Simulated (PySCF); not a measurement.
# Ge2H7N: the cost of one run

The runs use PySCF 2.14.0, with density-fitted response routines of our own; the level of theory stands in each step. All values are computed, except where a source is named. Atoms are numbered from 0 throughout.

## 1. The molecule as given

10 atoms, charge 0, multiplicity 1; geometry from: GFN2-xTB. The atoms were then displaced at random by about 0.01 Å, so the start is not that level's minimum.

Bonds of the start (Å): Ge0–N1 1.80, N1–Ge2 1.81, Ge0–H3 1.48, Ge0–H4 1.53, Ge0–H5 1.49, N1–H6 1.01, Ge2–H7 1.48, Ge2–H8 1.53, Ge2–H9 1.51.

## 2. Relaxing the molecule at PBE0-D3(BJ)/def2-SVP

The job: settings as JSON, then the geometry in Å.

```
{"job": {"xc": "PBE0", "basis": "def2-SVP", "d3": "d3bj", "grid": 1, "shake": 0.01, "kind": "geom"}, "charge": 0, "multiplicity": 1}
Ge    -1.592560    -0.041990     0.002800
N      0.043460     0.715270    -0.058710
Ge     1.575290    -0.240040    -0.080850
H     -1.649590    -0.994130    -1.128040
H     -2.584160     1.103510    -0.194600
H     -1.912890    -0.724910     1.288520
H      0.130400     1.609380     0.412270
H      1.498300    -1.206120    -1.201850
H      1.843980    -0.985850     1.226150
H      2.698190     0.743950    -0.286750
```

Started as:

```sh
$ OMP_NUM_THREADS=1 python probes_run.py task.json out
```

One launch serves the whole session: the jobs run in the order shown.

Q: Estimate the wall time and peak memory of this first job on 1 thread of Arm Neoverse N1, shared host.

About 95 s, with a peak of 0.48 GiB.
